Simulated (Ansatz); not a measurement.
# BPb2: the cost of one run

Computed with Ansatz 0.2.0 (DFT PBE, scalar-relativistic, plane waves, PAW, unless a step's input says otherwise).

### 1 The starting structure

It takes space group Pnnm (No. 58, orthorhombic). The conventional cell has a = 5.916 Å, b = 6.096 Å, c = 3.982 Å, α = 90.00°, β = 90.00°, γ = 90.00°. Around B (site symmetry 2/m) lie 6 Pb at 2.56 to 2.62 Å. Pb (site symmetry m) is surrounded by 3 B at 2.56 to 2.62 Å.

Coordinates:

```xyz
6
Lattice="5.9157 0.0000 0.0000 0.0000 6.0958 0.0000 0.0000 0.0000 3.9817" Properties=species:S:1:pos:R:3 pbc="T T T"
B     2.9578    3.0479    1.9909
B     0.0000    0.0000    0.0000
Pb    1.3310    5.0290    1.9909
Pb    4.2889    4.1147    0.0000
Pb    4.5846    1.0668    1.9909
Pb    1.6268    1.9811    0.0000
```

(A quick probe on a coarse mesh, which set the mesh and smearing, is not shown.)

### 3 Relaxing cell and atoms

File input.yaml:

```yaml
crystal:
  lattice:
    - [5.9156701663, 0.0, 0.0]
    - [0.0, 6.0957947387, 0.0]
    - [0.0, 0.0, 3.9817010735]
  atoms:
    - { symbol: B, position: [0.5, 0.5, 0.5] }
    - { symbol: B, position: [0.0, 0.0, 0.0] }
    - { symbol: Pb, position: [0.225, 0.825, 0.5] }
    - { symbol: Pb, position: [0.725, 0.675, 0.0] }
    - { symbol: Pb, position: [0.775, 0.175, 0.5] }
    - { symbol: Pb, position: [0.275, 0.325, 0.0] }
basis:
  ecutwfc: 420
kpoints:
  mp_grid: { grid: [6, 6, 10] }
hamiltonian:
  xc: pbe
scf:
  occupations: { method: gaussian, width: 0.1 }
output:
  forces: true
  stress: true
  eigenvalues: true
relax:
  adjacent_minimum: "off"
  f_tol: 0.01
  max_steps: 80
  cell: { stress_tol: 0.05 }
```

Command:

```sh
$ ansatz run input.yaml --threads 1 --pin off --max-ram 2560MiB --backend cpu --events-out ev --progress --plain --runs-dir out
```

Q: Estimate wall time and peak memory on 1 thread of Arm Neoverse V1, shared host.

About 5.5 min, with a peak of 0.64 GiB.
